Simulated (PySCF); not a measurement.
# A diatomic session: BeC+

The task here is to estimate one member of a computed series from the others.

Computed with PySCF 2.14.0. Level: Be jorge-DZP-DKH, C jorge-DZP-DKH, spin-free X2C with a Gaussian nucleus.

The first run:

The job is set up so:

| Item | Value |
| --- | --- |
| atoms | Be, C |
| charge | 1 |
| basis | Be jorge-DZP-DKH, C jorge-DZP-DKH |
| Hamiltonian | spin-free X2C with a Gaussian nucleus |
| basis functions | 30 |
| electrons treated | 9 |
| masses in u | 9.0122, 12.0000 |
| levels | PBE0, PBE, r²SCAN, TPSS, M06, B97-3, LC-ωPBE, HF, MP2, SCS-MP2, CCSD, CCSD(T) |
| grid | 80 radial by 434 angular points |
| occupations | held fixed by the projection of orbital angular momentum |
| dissociation limit | Be+ + C, each in its ground configuration |
| starting distance in angstrom | 1.770 |
| values of 2S to try | 1, 3 |

Launch:

```bash
$ OMP_NUM_THREADS=1 python dia.py task.json out
```

Among the steps run: Set-up; The PBE0 curve of the state that the search chose; Other states along the same grid; PBE (GGA); r²SCAN; TPSS; M06 (hybrid meta-GGA); B97-3 (global hybrid GGA); LC-ωPBE (range-separated hybrid); UHF (mean field); MP2 and coupled cluster.

One table of the session follows, with a row left open; its other results are not shown here.

It belongs to the step «The curves together». Energy (eV) from each level's lowest point:

```
R (Å)    UHF  UHF-MP2  UHF-SCS-MP2  UHF-CCSD  UHF-CCSD(T)
1.367  0.787    0.873        0.853       n/a          n/a
1.431  0.336    0.400        0.387     0.418        0.431
1.495      ?        ?            ?         ?            ?
1.542  0.010    0.030        0.027     0.037        0.041
1.590  0.000    0.000        0.000     0.000        0.000
1.638  0.045    0.025        0.028     0.018        0.014
1.701  0.172    0.126        0.132     0.109        0.098
1.781  0.404    0.330        0.336     0.297        0.277
1.876  0.738    0.650        0.651     0.586        0.558
2.003  1.170    1.165        1.133       n/a          n/a
```

**Question.** Estimate the row for R (Å) = 1.495.

Worked estimate for «UHF». A straight line through the neighbours (1.431, 0.336) and (1.542, 0.010) gives 0.336 + (0.010 − 0.336) × (1.495 − 1.431) / (1.542 − 1.431) = 0.148; a parabola fitted to 4 rows on both sides gives 0.082.

The run gave: UHF: 0.091; UHF-MP2: 0.130; UHF-SCS-MP2: 0.123; UHF-CCSD: 0.142; UHF-CCSD(T): 0.150. In «UHF» the line misses by +0.057 and the parabola by -0.009.

State 2 has its PBE0 minimum 0.76 eV higher. The other levels ran on the lowest alone.
